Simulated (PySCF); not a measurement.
**C4H10P2Si: electronic excitations**

What electronic excitations should C4H10P2Si (`C/C=C\P=P/C[SiH3]`) show?

Computed with PySCF 2.14.0, with density-fitted response routines of our own, on a single molecule in the gas phase. Atoms count from 0, in the outputs and in this text.

### Step 1. The starting structure

17 atoms, charge 0, multiplicity 1; geometry from: GFN2-xTB.

Bonds of the start (Å): C0–C1 1.49, C1–C2 1.33, C2–P3 1.82, P3–P4 2.04, P4–C5 1.85, C5–Si6 1.91, C0–H7 1.09, C0–H8 1.09, C0–H9 1.09, C1–H10 1.08, C2–H11 1.09, C5–H12 1.09, C5–H13 1.09, Si6–H14 1.46, Si6–H15 1.46, Si6–H16 1.47.

### Step 2. Ultraviolet spectrum: wB97X-D/def2-SVPD

The job: settings as JSON, then the geometry in Å.

```
{"job": {"kind": "uv", "xc": "wB97X-D", "basis": "def2-SVPD", "nstates": 8, "ntriplets": 3}, "charge": 0, "multiplicity": 1}
C     -1.801637    -0.380030     0.583054
C     -1.765562    -0.018797    -0.860548
C     -1.392070     1.160337    -1.344496
P     -0.916401     2.635260    -0.389243
P      1.046226     2.403731     0.115510
C      1.600450     0.718426    -0.426286
Si     2.120980    -0.312252     1.095841
H     -1.496976     0.466753     1.197725
H     -1.136112    -1.220861     0.781851
H     -2.809942    -0.679148     0.868714
H     -2.077973    -0.800645    -1.544378
H     -1.430896     1.341518    -2.413853
H      0.828580     0.209414    -1.004156
H      2.471163     0.860681    -1.068772
H      1.076038    -0.263813     2.120820
H      3.364855     0.233959     1.635806
H      2.312281    -1.693043     0.642502
```

Level: TDDFT wB97X-D/def2-SVPD, vertical, gas phase, core orbitals frozen in the response.

On the command line:

```
> OMP_NUM_THREADS=1 python probes_run.py task.json out
```

One launch serves the whole session: the jobs run in the order shown.

What will the session give for the following? lowest singlet (wB97X-D/def2-SVPD); brightest single state of those computed; lowest triplet. Wanted: lowest singlet; brightest single state of those computed; lowest triplet.

**Answer**, as computed:

```
                                quantity                        value
      lowest singlet (wB97X-D/def2-SVPD)  3.32 eV (374 nm), f = 0.003
brightest single state of those computed  state 3, 4.26 eV, f = 0.157
                          lowest triplet                      2.10 eV
```

What this shows: The lowest singlet, at 3.32 eV, is HOMO→LUMO 0.50, HOMO−1→LUMO 0.44 and is weak; of the 8 states computed, the strongest absorption comes from state 3 at 4.26 eV. The lowest triplet lies 1.22 eV below the lowest singlet (triplets in Tamm-Dancoff, singlets in full TDDFT).
